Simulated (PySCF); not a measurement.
# [PbBr3]−: other functionals and bases at one geometry

An exercise on one series of results from a longer session: the logs are not shown, and one member is left open.

The runs use PySCF 2.14.0; several levels, as the steps say, no spin–orbit coupling.

2 further runs of the same task are left out: 1 for a known fault of the program, 1 that didn't finish.

## The system as given

4 atoms, charge -1, spin multiplicity 1.

Bond lengths: Pb1–Br2 2.781 Å, Pb1–Br3 2.781 Å, Pb1–Br4 2.779 Å. Angles: Br2–Pb1–Br3 102.9°, Br2–Pb1–Br4 102.9°, Br3–Pb1–Br4 102.9°.

Geometry (Å):

```xyz
4
charge -1, multiplicity 1
Pb    0.0050    0.7943    0.0000
Br   -1.2434   -0.4081    2.1744
Br   -1.2434   -0.4081   -2.1744
Br    2.5207   -0.3870    0.0000
```

Formal oxidation states: Pb +2. An earlier session relaxed this geometry at PBE, Pb def2-SVP with ECP60, Br def2-SVP (singlet, point group C3v).

At PBE on the finer grid: E = -7913.542728 Eh, HOMO -1.75 eV, LUMO 1.87 eV, Mulliken charge on Pb1 +0.46 e, largest force component 0.009 eV/Å. 

Levels to run: B3LYP; revPBE; BP86; M06-L; PBE, TZVP; PBE, x2c-SVP. Hardware: 2 threads of Arm Neoverse V1, shared host.

Set-up of the first run:

File run.py (the lines that set the calculation):

```python
mol = gto.M(atom='''
Pb     0.00501     0.79428     0.00000
Br    -1.24341    -0.40806     2.17435
Br    -1.24341    -0.40806    -2.17435
Br     2.52067    -0.38699     0.00000''',
    basis={'Pb': 'def2-SVP', 'Br': 'def2-SVP'},
    ecp={'Pb': 'def2-SVP'},
    charge=-1, spin=0)
mf = dft.RKS(mol, xc='B3LYP')
mf.grids.atom_grid = (75, 302)
mf = mf.density_fit()  # fitting sets: Pb def2-universal-JKFIT, Br def2-universal-JKFIT
mf.conv_tol = 1e-08; mf.max_cycle = 55
mf.kernel(dm0)  # dm0: the density of the relaxed state
```

Command:

```bash
OMP_NUM_THREADS=2 python run.py
```

Steps of the session up to this table: B3LYP; revPBE; BP86; M06-L; PBE, TZVP; PBE, x2c-SVP.

One table of the session follows, with a row left open; its other results are not shown here.

```
             level  HOMO (eV)  gap (eV)  charge on Pb1 (e)  dipole (D)  largest force component (eV/Å)
PBE (relaxed here)      -1.75      3.62               0.46        4.15                            0.01
             B3LYP      -2.55      4.85               0.54        4.39                            0.07
            revPBE      -1.71      3.66               0.51        4.25                            0.14
              BP86      -1.87      3.60               0.46        4.15                            0.02
             M06-L      -1.96      4.07               0.70        4.64                            0.22
         PBE, TZVP      -2.16      3.62               0.68        4.45                            0.11
      PBE, x2c-SVP          ?         ?                  ?           ?                               ?
```

Q: Estimate the row for PBE, x2c-SVP from the others.

**Answer.** HOMO (eV): -1.70; gap (eV): 3.59; charge on Pb1 (e): 0.48; dipole (D): 4.08; largest force component (eV/Å): 0.44. In the column «HOMO (eV)» it is the highest.

The dipole of a charged species depends on the origin, so these sizes hold for this origin alone.

In one basis the HOMO–LUMO gap runs from 3.60 eV (BP86) to 4.85 eV (B3LYP). The largest leftover force, 0.44 eV/Å with PBE, x2c-SVP, stands at a geometry relaxed at another level. Total energies of different levels can't be compared.
